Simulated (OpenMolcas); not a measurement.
**One shape, several levels: Si2H4OF2 (SMILES O[SiH](F)[SiH2]F)**

We compute a comparison of 6 runs (B2PLYP/def2-SVP, B3LYP/def2-SVP, PBE/def2-SVP, PBE0/def2-SVP, MP2/def2-SVP, CCSD(T)/def2-SVP) of Si2H4OF2. 

The calculation is run with OpenMolcas 26.06.

1 further run of the same task is left out (set aside as unsound or not needed).

### 1 The structure to begin with

The species is Si2H4OF2 (9 atoms), meant as a singlet with charge 0. SMILES: `O[SiH](F)[SiH2]F`. One bond was lengthened or shortened from a relaxed shape.

Bond lengths: O1–Si2 1.634 Å, Si2–F3 1.601 Å, Si2–Si4 2.358 Å, Si4–F5 1.612 Å, O1–H6 0.959 Å, Si2–H7 1.702 Å, Si4–H8 1.485 Å, Si4–H9 1.487 Å. Some angles: O1–Si2–F3 110.8°, O1–Si2–Si4 109.5°, F3–Si2–Si4 107.8°, Si2–Si4–F5 106.0°, O1–Si2–H7 106.2°, F3–Si2–H7 107.1°, Si4–Si2–H7 115.4°, Si2–O1–H6 118.4°, Si2–Si4–H8 114.0°, Si2–Si4–H9 111.6°.

### 2 The energy at B2PLYP/def2-SVP (run 1)

run.inp reads:

```
&GATEWAY
  BasLib=$CurrDir
  Coord
  9
  angstrom
  O        0.647016       1.811956      -0.576037
  Si       0.772116       0.183056      -0.544137
  F        0.789416      -0.414444      -2.029537
  Si      -1.091284      -0.727144       0.577263
  F       -2.331184       0.247856       0.242763
  H       -0.211484       2.200156      -0.756137
  H        2.284600      -0.163900       0.153800
  H       -1.450284      -2.098644       0.135563
  H       -0.898784      -0.723044       2.051263
  Basis=def2-SVP
  Group=NoSym

&SEWARD
  GridInput
  Grid=UltraFine
  End of Grid

&SCF
  KSDFT=B2PLYP_SCF
  Thresholds=1e-10 1e-07 1e-07 1e-05
  PrOrbitals=1 2

&MBPT2
  Frozen=13
```

The basis set def2-SVP is read from a file made from the Basis Set Exchange's data (not shown).

Run with:

```bash
$ export MOLCAS_MEM=1860
$ pymolcas run.inp > run.log
```

Standard output:

```text
--- Start Module: gateway ---
[...]
--- Stop Module: gateway /rc=_RC_ALL_IS_WELL_ ---
[...]
      Basis functions           98
[...]
--- Start Module: scf ---
[...]
       Convergence after  13 Iterations
[...]
::    Total KS-DFT energy                            -855.3225404854
[...]
      Total spin, S                                     0.0000000000
[...]
      Total electronic charge=   58.000000
      Total            charge=   -0.000000
[...]
      Dipole Moment (debye):
      Origin of the operator (angstrom)=   -0.2470    0.0860   -0.3565
                   X= -6.2419E-01               Y= -2.8757E-01               Z=  1.0203E+00           Total=  1.2302E+00
      Quadrupole Moment (debye*angstrom):
[...]
--- Stop Module: scf /rc=_RC_ALL_IS_WELL_ ---
[...]
--- Start Module: mbpt2 ---
[...]
 ###    WARNING: MP2 implementation intended for RHF references only         ###
 ###############################################################################
MBPT2 WARNING: Reference function according to RunFile:KS-DFT
I'll assume you know what you're doing and continue
WARNING!
Default frozen orbitals as non valence orbitals is overwritten by user input.
Default values:   7
[...]
       Reference weight ( Cref**2 )         =        0.76366
::    Total MBPT2 energy                             -856.2231776545
[...]
      Total MBPT2 calculations                           0.31      0.34
--- Stop Module: mbpt2 /rc=_RC_ALL_IS_WELL_ ---
[...]
```

Wall time 17 s (1 thread of Intel Xeon 6975P-C (Granite Rapids), shared host); peak memory 0.55 GiB.

### 3 A single-point energy at B3LYP/def2-SVP (run 2)

test.input reads:

```
* F2H4OSi2 Kohn-Sham DFT
&GATEWAY
BASLIB
$CurrDir
COORD
9
angstrom
O        0.647016       1.811956      -0.576037
Si       0.772116       0.183056      -0.544137
F        0.789416      -0.414444      -2.029537
Si      -1.091284      -0.727144       0.577263
F       -2.331184       0.247856       0.242763
H       -0.211484       2.200156      -0.756137
H        2.284600      -0.163900       0.153800
H       -1.450284      -2.098644       0.135563
H       -0.898784      -0.723044       2.051263
BASIS
def2-SVP
GROUP
NoSym
&SEWARD
GRIDINPUT
Grid=UltraFine
End of Grid
&SCF
KSDFT
B3LYP
THRESHOLDS
1e-10 1e-07 1e-07 1e-05
PRORBITALS
1
```

The basis set def2-SVP is read from a file made from the Basis Set Exchange's data (not shown).

Run with:

```bash
$ export MOLCAS_MEM=1860
$ pymolcas test.input > test.log
```

Standard output:

```text
--- Start Module: gateway ---
[...]
--- Stop Module: gateway /rc=_RC_ALL_IS_WELL_ ---
--- Start Module: seward ---
[...]
      Basis functions           98
--- Stop Module: seward /rc=_RC_ALL_IS_WELL_ ---
[...]
--- Start Module: scf ---
[...]
       Convergence after  14 Iterations
[...]
::    Total KS-DFT energy                            -856.0722942474
[...]
      Total spin, S                                     0.0000000000
[...]
      Total electronic charge=   58.000000
      Total            charge=   -0.000000
[...]
      Dipole Moment (debye):
      Origin of the operator (angstrom)=   -0.2470    0.0860   -0.3565
                   X= -6.7039E-01               Y= -1.0685E-01               Z=  8.4292E-01           Total=  1.0823E+00
      Quadrupole Moment (debye*angstrom):
[...]
--- Stop Module: scf /rc=_RC_ALL_IS_WELL_ ---
[...]
```

Wall time 18 s (1 thread of Intel Xeon 6975P-C (Granite Rapids), shared host); peak memory 0.54 GiB.

Runs 3 to 5 aren't shown in full; the table further down has their settings and results.

### 4 A single-point energy at CCSD(T)/def2-SVP (Cholesky decomposition) (run 6)

input.xyz reads:

```xyz
9

O      0.647016     1.811956    -0.576037
Si     0.772116     0.183056    -0.544137
F      0.789416    -0.414444    -2.029537
Si    -1.091284    -0.727144     0.577263
F     -2.331184     0.247856     0.242763
H     -0.211484     2.200156    -0.756137
H      2.284600    -0.163900     0.153800
H     -1.450284    -2.098644     0.135563
H     -0.898784    -0.723044     2.051263
```

calc.input reads:

```
>>> EXPORT MOLCAS_PRINT=2

&gateway
 baslib
 $CurrDir
 coord
 input.xyz
 basis
 def2-SVP
 group
 NoSym

&seward
 high

&scf
 thresholds
 1e-10 1e-07 1e-07 1e-05
 prorbitals
 0

&chcc
 frozen
 13
 threshold
 1e-08
 maxiterations
 80

&cht3
 frozen
 13
```

The basis set def2-SVP is read from a file made from the Basis Set Exchange's data (not shown).

Run with:

```bash
$ export MOLCAS_MEM=1860
$ pymolcas calc.input > calc.log
```

Standard output:

```text
--- Start Module: gateway ---
[...]
--- Stop Module: gateway /rc=_RC_ALL_IS_WELL_ ---
[...]
      Basis functions           98
[...]
       Convergence after  13 Iterations
[...]
::    Total SCF energy                               -853.6692816433
[...]
      Total spin, S                                     0.0000000000
[...]
      Total electronic charge=   58.000000
      Total            charge=   -0.000000
[...]
      Dipole Moment (debye):
      Origin of the operator (angstrom)=   -0.2470    0.0860   -0.3565
                   X= -6.0171E-01               Y= -4.5979E-01               Z=  1.1847E+00           Total=  1.4061E+00
      Quadrupole Moment (debye*angstrom):
[...]
--- Start Module: chcc ---
[...]
--- Stop Module: chcc /rc=_RC_ALL_IS_WELL_ ---
[...]
--- Start Module: cht3 ---
[...]
--- Stop Module: cht3 /rc=_RC_ALL_IS_WELL_ ---
[...]
```

It took 2.5 min on 1 thread of Intel Xeon 6975P-C (Granite Rapids), shared host; peak memory 0.16 GiB.

### 5 All runs side by side

```
run                                      level  frozen core orbitals  integration grid  energy (Eh)  dipole moment (D) of the reference  HOMO energy (eV)  LUMO energy (eV)  wall time
  1                            B2PLYP/def2-SVP                    13         UltraFine  -855.565713                                1.23             -9.30              0.45       17 s
  2                             B3LYP/def2-SVP                     –         UltraFine  -856.072294                                1.08             -7.88             -0.96       18 s
  3                               PBE/def2-SVP                     –         UltraFine  -855.457467                                0.99             -6.76             -1.63       20 s
  4                              PBE0/def2-SVP                     –         UltraFine  -855.517053                                1.11             -8.12             -0.82       19 s
  5                               MP2/def2-SVP                    13                 –  -854.414231                                1.41            -11.28              2.52      6.9 s
  6  CCSD(T)/def2-SVP (Cholesky decomposition)                    13                 –  -854.465892                                1.41            -11.28              2.52    2.5 min
```

### 6 Results

| quantity | value |
| --- | --- |
| run 6: total energy | -854.46589 Eh |
| run 6: dipole moment (mean-field density) | 1.41 D |
| run 6: HOMO energy (Hartree–Fock orbitals) | -11.28 eV |
| run 6: LUMO energy (Hartree–Fock orbitals) | 2.52 eV |
| run 6: HOMO–LUMO gap (Hartree–Fock orbitals) | 13.80 eV |
| run 6: correlation energy (13 core orbitals frozen) | -796.6 mEh |
| run 6: (T) correction | -14.40 mEh |

Over runs 1, 2, 3, 4 the dipole moment (its size) runs from 0.99 D (PBE/def2-SVP) to 1.23 D (B2PLYP/def2-SVP). A double hybrid's value is that of its SCF part. Over runs 1, 2, 3, 4 the HOMO–LUMO gap runs from 5.13 eV (PBE/def2-SVP) to 9.75 eV (B2PLYP/def2-SVP). For B2PLYP the log adds the whole second-order term; the table takes 0.27 of it, as the functional is defined. Totals of different functionals can't be ranked against each other. All runs together took 3.8 min, the longest 2.5 min.
